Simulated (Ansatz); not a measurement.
# Sb: the cost of one run

Method: DFT PBEsol, scalar-relativistic, plane waves, PAW, in Ansatz 0.2.0.

## 1. The starting structure

Symmetry: Fd-3m, No. 227, cubic system. Conventional cell: a = 6.490 Å, b = 6.490 Å, c = 6.490 Å, α = 90.00°, β = 90.00°, γ = 90.00°. Around Sb (site symmetry -43m) lie 4 Sb at 2.81 Å.

Coordinates:

```
Sb
1.0
     0.00000    3.24481    3.24481
     3.24481    0.00000    3.24481
     3.24481    3.24481    0.00000
Sb
2
Direct
  0.50000 0.50000 0.50000
  0.75000 0.75000 0.75000
```

This is candidate A: diamond type (Fd-3m, No. 227).

(A quick probe on a coarse mesh, which set the mesh and smearing, is not shown.)

## 3. A loose first relaxation (candidate A)

input.yaml reads:

```yaml
crystal:
  lattice:
    - [0.0, 3.2448122108, 3.2448122108]
    - [3.2448122108, 0.0, 3.2448122108]
    - [3.2448122108, 3.2448122108, 0.0]
  atoms:
    - { symbol: Sb, position: [0.5, 0.5, 0.5] }
    - { symbol: Sb, position: [0.75, 0.75, 0.75] }
basis:
  ecutwfc: 420
kpoints:
  mp_grid: { grid: [4, 4, 4] }
hamiltonian:
  xc: pbesol
scf:
  occupations: { method: gaussian, width: 0.1 }
  lower_state_search: "off"
output:
  forces: true
  stress: true
  eigenvalues: true
relax:
  adjacent_minimum: "off"
  f_tol: 0.04
  max_steps: 70
  cell: { stress_tol: 0.4 }
```

**Question.** How long does this run take on 1 thread of an x86-64 CPU, shared host, and how much memory does it need?

About 2.3 s, with a peak of 0.41 GiB.
